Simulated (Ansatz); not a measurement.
# ClH5O2Sn: the cost of one run

Method: RKS PBE-D4/def2-SVP, in Ansatz 0.2.0.

1 further run of the same task is left out (it didn't finish).

**1. The structure to begin with**

Bond lengths: Sn1–O2 2.310 Å, O2–H3 1.010 Å, Sn1–H4 1.740 Å, Sn1–H5 1.739 Å, Sn1–O6 1.959 Å, O6–H7 1.010 Å, Sn1–Cl8 2.710 Å. Angles: Sn1–O2–H3 109.5°, O2–Sn1–H4 109.4°, O2–Sn1–H5 109.5°, O2–Sn1–O6 109.5°, O2–Sn1–Cl8 71.6°, H4–Sn1–H5 109.5°, H4–Sn1–O6 109.5°, H4–Sn1–Cl8 75.8°, H5–Sn1–O6 109.5°, H5–Sn1–Cl8 173.4°, O6–Sn1–Cl8 64.4°, Sn1–O6–H7 109.5°.

As a file:

```xyz
9

Sn    0.0000    0.0000    0.0000
O     0.0000    0.0000    2.3100
H    -0.9095   -0.2814    2.6471
H     1.6408    0.0000   -0.5794
H    -0.8195    1.4198   -0.5794
O    -0.9232   -1.5994   -0.6527
H    -1.3778   -2.0650    0.1197
Cl    1.0084   -2.3658    0.8545
H     0.5236   -1.2283    2.0705
```

**2. A restrained relaxation towards end A**

Springs on the bonds that form and break draw the guess towards this end; the thresholds are loose.

File input.yaml:

```yaml
crystal:
  periodic: [false, false, false]
  atoms:
    - { symbol: Sn, position_ang: [0.0, 0.0, 0.0] }
    - { symbol: O, position_ang: [0.0, 0.0, 2.31] }
    - { symbol: H, position_ang: [-0.9095, -0.2814, 2.6471] }
    - { symbol: H, position_ang: [1.6408, 0.0, -0.5794] }
    - { symbol: H, position_ang: [-0.8195, 1.4198, -0.5794] }
    - { symbol: O, position_ang: [-0.9232, -1.5994, -0.6527] }
    - { symbol: H, position_ang: [-1.3778, -2.065, 0.1197] }
    - { symbol: Cl, position_ang: [1.0084, -2.3658, 0.8545] }
    - { symbol: H, position_ang: [0.5236, -1.2283, 2.0705] }
basis:
  gaussian: { orbitals: def2-SVP }
hamiltonian:
  xc: pbe
  dispersion: d4
relax:
  f_tol: 0.15
  max_steps: 25
  restrain:
    - { distance: [0, 7], at: 3.61, k: 30.0 }
    - { distance: [8, 1], at: 2.21, k: 30.0 }
    - { distance: [0, 1], at: 1.96, k: 30.0 }
    - { distance: [8, 7], at: 1.37, k: 30.0 }
```

Launch:

```sh
> ansatz run input.yaml --threads 2 --pin off --max-ram 3072MiB --backend cpu --events-out ev --progress --plain --runs-dir out
```

What time and memory should one allow on 2 threads of AMD EPYC 7R43 (Zen 3), shared host?

About 33 s, with a peak of 0.15 GiB.
